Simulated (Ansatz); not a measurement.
# Gd2CCl2: how the settings move a single-point run

Aim: see which settings change the result for Gd2CCl2, by how much, and at what cost.

Method: reference: DFT, LDA, PAW with Ansatz's default frozen-core files, scalar-relativistic, in Ansatz 0.2.0.

1 further run of the same task is left out (it didn't finish).

## Step 1: Starting point

The structure is trigonal, space group P-3m1 (No. 164). Conventional cell: a = 3.158 Å, b = 3.158 Å, c = 8.062 Å, α = 90.00°, β = 90.00°, γ = 120.00°. Gd (site symmetry 3m) is surrounded by 3 C at 2.27 Å and 3 Cl at 2.49 Å. C (site symmetry -3m) has 6 Gd at 2.27 Å as nearest neighbours. Cl (site symmetry 3m) is surrounded by 3 Gd at 2.49 Å.

As a file:

```cif
data_structure
_symmetry_space_group_name_H-M 'P 1'
_symmetry_Int_Tables_number 1
_cell_length_a 3.1576
_cell_length_b 3.1576
_cell_length_c 8.0618
_cell_angle_alpha 90.000
_cell_angle_beta 90.000
_cell_angle_gamma 120.000
_cell_volume 69.61
loop_
_atom_site_label
_atom_site_type_symbol
_atom_site_fract_x
_atom_site_fract_y
_atom_site_fract_z
_atom_site_occupancy
Gd1 Gd 0.33333 0.66667 0.33204 1
Gd2 Gd 0.66667 0.33333 0.66796 1
C1 C 0.00000 0.00000 0.50000 1
Cl1 Cl 0.33333 0.66667 0.87923 1
Cl2 Cl 0.66667 0.33333 0.12077 1
```

## Step 2: The reference run

Contents of input.yaml:

```yaml
crystal:
  lattice:
    - [3.1576088794, 0.0, 0.0]
    - [-1.5788044397, 2.7345695048, 0.0]
    - [0.0, 0.0, 8.0617859189]
  atoms:
    - { symbol: Gd, position: [0.3333333333, 0.6666666667, 0.3320361544], spin: 7.0 }
    - { symbol: Gd, position: [0.6666666667, 0.3333333333, 0.6679638456], spin: 7.0 }
    - { symbol: C, position: [0.0, 0.0, 0.5] }
    - { symbol: Cl, position: [0.3333333333, 0.6666666667, 0.8792336346] }
    - { symbol: Cl, position: [0.6666666667, 0.3333333333, 0.1207663654] }
magnetization:
  spin_polarized: true
kpoints:
  mp_grid: { grid: [10, 10, 4] }
  band_path:
    path:
      - [0.0, 0.0, 0.0]
      - [0.5, 0.0, 0.0]
      - [0.3333333333, 0.3333333333, 0.0]
      - [0.0, 0.0, 0.0]
      - [0.0, 0.0, 0.5]
      - [0.5, 0.0, 0.5]
      - [0.3333333333, 0.3333333333, 0.5]
      - [0.0, 0.0, 0.5]
      - [0.5, 0.0, 0.5]
    npoints: 6
scf:
  occupations: { method: fermi_dirac, width: 0.05 }
hamiltonian:
  xc: lda
  pseudopotentials: { kind: paw }
output:
  forces: true
  stress: true
  eigenvalues: true
  efg: { contact_densities: true }
  populations: true
```

The run is started by

```bash
> ansatz run input.yaml --threads 3 --pin off --max-ram 10240MiB --backend cpu --events-out ev --progress --plain --runs-dir out
```

## Step 3: Changed: mp_grid.grid [8, 8, 3]

input.yaml: that of step 2 with these lines changed.

```diff
@@ -14,3 +14,3 @@
 kpoints:
-  mp_grid: { grid: [10, 10, 4] }
+  mp_grid: { grid: [8, 8, 3] }
   band_path:
```

What does the calculation give? Wanted: for each run, ending; energy change; pressure; abs. moment; force.

The runs gave:

| run | ending | energy change | pressure (GPa) | abs. moment (μB) | force (eV/Å) | cycles | time |
| --- | --- | --- | --- | --- | --- | --- | --- |
| reference | converged | 0 | 60.5 | 14.34 | 0.00 | 15 | 39 s |
| 1: mp_grid.grid [8, 8, 3] | converged | -0.6 meV/atom | 60.5 | 14.34 | 0.01 | 15 | 23 s |

Residual by cycle in the longest SCF loop of each run; runs are numbered as in the table. The quantity is the density residual dr2, in eV.

| cycle | reference | run 1 |
| --- | --- | --- |
| 1 | 795 | 794 |
| 2 | 319 | 318 |
| 4 | 8.84 | 8.82 |
| 5 | 0.525 | 0.515 |
| 6 | 0.228 | 0.223 |
| 7 | 0.0102 | 0.00966 |
| 9 | 0.00135 | 0.00135 |
| 10 | 7.4e-4 | 7.5e-4 |
| 11 | 2.0e-4 | 1.7e-4 |
| 12 | 7.3e-6 | 5.2e-6 |
| 14 | 5.5e-8 | 3.9e-8 |
| 15 | 4.9e-9 | 3.4e-9 |

Changing the k-point mesh moves the energy by -0.6 meV/atom. Sampling errors of the energy have no fixed sign. Cost: 23 s against 39 s. The structure is not at rest: the sound run finds 60 GPa, so these are no properties of the relaxed crystal. 
